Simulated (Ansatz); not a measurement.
What does this script print? It uses Ansatz 0.2.0 through its Python package.

Input file `c2h6osi2.xyz`:
```text
11

Si   -1.23680    1.46270    0.13570
Si    0.52580    0.20470    0.69270
C     0.72080   -1.08080   -0.40310
C     1.07200   -2.26470   -0.82030
O     0.73160   -1.34720   -1.75570
H    -1.46580    2.62890    1.10380
H    -2.50890    0.70150    0.11930
H    -1.07330    2.13400   -1.22980
H     0.33520   -0.27970    2.12330
H     1.74090    1.07590    0.78140
H     1.22390   -3.29250   -0.72660
```

The script, `run_energy.py`:
```python
'''Single point of C2H6OSi2 in a Gaussian basis.'''

import json

import ansatz as az
import numpy as np
import pandas as pd

geometry = az.Crystal.molecule_from_extxyz('c2h6osi2.xyz')

calculation = (
    geometry.calculation()
    .basis(gaussian='cc-pVDZ')  # the orbital basis, by name
    .functional('r2scan', dispersion='d4')
    .forces()
)
print(calculation.to_yaml())
trace = []
res = calculation.session().plan().execute(on_event=trace.append)
summary = res.report
for event in trace:
    if event['event'] == 'mean_field_evaluation' and event['data']['evaluation'] <= 25:
        print('pass {evaluation:3d}  E = {energy_ev:.6f} eV  gradient {gradient_ev:.1e}'.format(**event['data']))

for key in ('converged', 'free_energy_ev', 'reference_energy_ev', 'n_frozen', 'n_occupied', 'n_virtual'):
    print(f'{key:22s} {summary[key]}')

symbols = [site.symbol for site in geometry.cartesian_sites]
print('forces (eV/A)')
for symbol, f in zip(symbols, summary['forces_ev_ang']):
    print(f'  {symbol:2s} {f[0]:9.4f} {f[1]:9.4f} {f[2]:9.4f}')

charges = summary['charge_distribution']
table = pd.DataFrame({'atom': symbols, 'mulliken': charges['mulliken_charges_e'], 'lowdin': charges['lowdin_charges_e']})
print(table.round(3).to_string())
print('dipole (e A):', np.round(charges['dipole_moment_e_ang'], 4) + 0.0)
with open('c2h6osi2.json', 'w') as handle:
    json.dump({k: summary[k] for k in ('free_energy_ev', 'reference_energy_ev', 'n_occupied', 'n_virtual')}, handle, indent=1)
```

```console
$ python run_energy.py
crystal:
  periodic: [false, false, false]
  atoms:
    - { symbol: Si, position_ang: [-1.2368, 1.4627, 0.1357] }
    - { symbol: Si, position_ang: [0.5258, 0.2047, 0.6927] }
    - { symbol: C, position_ang: [0.7208, -1.0808, -0.4031] }
    - { symbol: C, position_ang: [1.072, -2.2647, -0.8203] }
    - { symbol: O, position_ang: [0.7316, -1.3472, -1.7557] }
    - { symbol: H, position_ang: [-1.4658, 2.6289, 1.1038] }
    - { symbol: H, position_ang: [-2.5089, 0.7015, 0.1193] }
    - { symbol: H, position_ang: [-1.0733, 2.134, -1.2298] }
    - { symbol: H, position_ang: [0.3352, -0.2797, 2.1233] }
    - { symbol: H, position_ang: [1.7409, 1.0759, 0.7814] }
    - { symbol: H, position_ang: [1.2239, -3.2925, -0.7266] }
basis:
  gaussian:
    orbitals: cc-pVDZ
hamiltonian:
  xc: r2scan
  dispersion: d4
output:
  forces: true

pass   1  E = -19961.392804 eV  gradient 3.8e+01
pass   2  E = -19953.751476 eV  gradient 6.9e+01
pass   3  E = -19963.852167 eV  gradient 2.0e+01
pass   4  E = -19964.362223 eV  gradient 1.5e+01
pass   5  E = -19964.849330 eV  gradient 5.6e+00
pass   6  E = -19964.928246 eV  gradient 1.5e+00
pass   7  E = -19964.935646 eV  gradient 2.3e-01
pass   8  E = -19964.935604 eV  gradient 2.3e-01
pass   9  E = -19964.936375 eV  gradient 2.3e-01
pass  10  E = -19964.936578 eV  gradient 4.3e-02
pass  11  E = -19964.893510 eV  gradient 1.6e-01
pass  12  E = -19964.893582 eV  gradient 1.8e-02
pass  13  E = -19964.893583 eV  gradient 7.7e-03
pass  14  E = -19964.893583 eV  gradient 1.0e-03
pass  15  E = -19964.893583 eV  gradient 1.6e-03
pass  16  E = -19964.893583 eV  gradient 2.5e-04
pass  17  E = -19964.893583 eV  gradient 9.0e-05
pass  18  E = -19964.893583 eV  gradient 2.0e-05
pass  19  E = -19964.893583 eV  gradient 2.1e-05
converged              True
free_energy_ev         -19964.956603618622
reference_energy_ev    -19964.893594234083
n_frozen               0
n_occupied             [27, 27]
n_virtual              [81, 81]
forces (eV/A)
  Si   -1.1844    1.8955   -0.5708
  Si    0.4329    2.1725    3.3424
  C     1.1028   -3.1055    2.6235
  C    -0.2468    0.8247    2.8567
  O    -0.6581    0.8567   -7.6205
  H     0.2108   -0.4381   -0.1902
  H    -0.1980   -0.2745   -0.0342
  H     0.0073   -0.3233    0.3634
  H     0.0280   -0.1501   -0.4120
  H     0.1507    0.2193   -0.1307
  H     0.3548   -1.6773   -0.2276
   atom  mulliken  lowdin
0    Si     0.087   0.144
1    Si     0.199   0.088
2     C     0.034  -0.208
3     C     0.082  -0.030
4     O    -0.223   0.195
5     H    -0.039  -0.041
6     H    -0.038  -0.045
7     H    -0.033  -0.039
8     H    -0.049  -0.032
9     H    -0.052  -0.041
10    H     0.033   0.010
dipole (e A): [ 0.1291 -0.4019  0.1814]
```

File `c2h6osi2.json` afterwards:
```json
{
 "free_energy_ev": -19964.956603618622,
 "reference_energy_ev": -19964.893594234083,
 "n_occupied": [
  27,
  27
 ],
 "n_virtual": [
  81,
  81
 ]
}
```

Caveats:
- Total energies depend on the basis set; only differences at equal settings carry meaning.
- The geometry is a force-field or estimated start, not a minimum of this method, and the basis set is short of its limit.
- The Löwdin charges here are taken after orthogonalising the functions within each atom; they differ from plain Löwdin charges, and their signs can be unphysical.
- Total less reference energy is the dispersion correction.
- Early passes use coarser integrals and grids, so their energies can't be compared with the last.
- Wall time of the script: 5.5 s on 1 thread of Intel(R) Xeon(R) Platinum 8488C (Sapphire Rapids), with other jobs on the host, peak memory 0.29 GiB.

(Lines on the test bed's own set-up are left out of the output.)
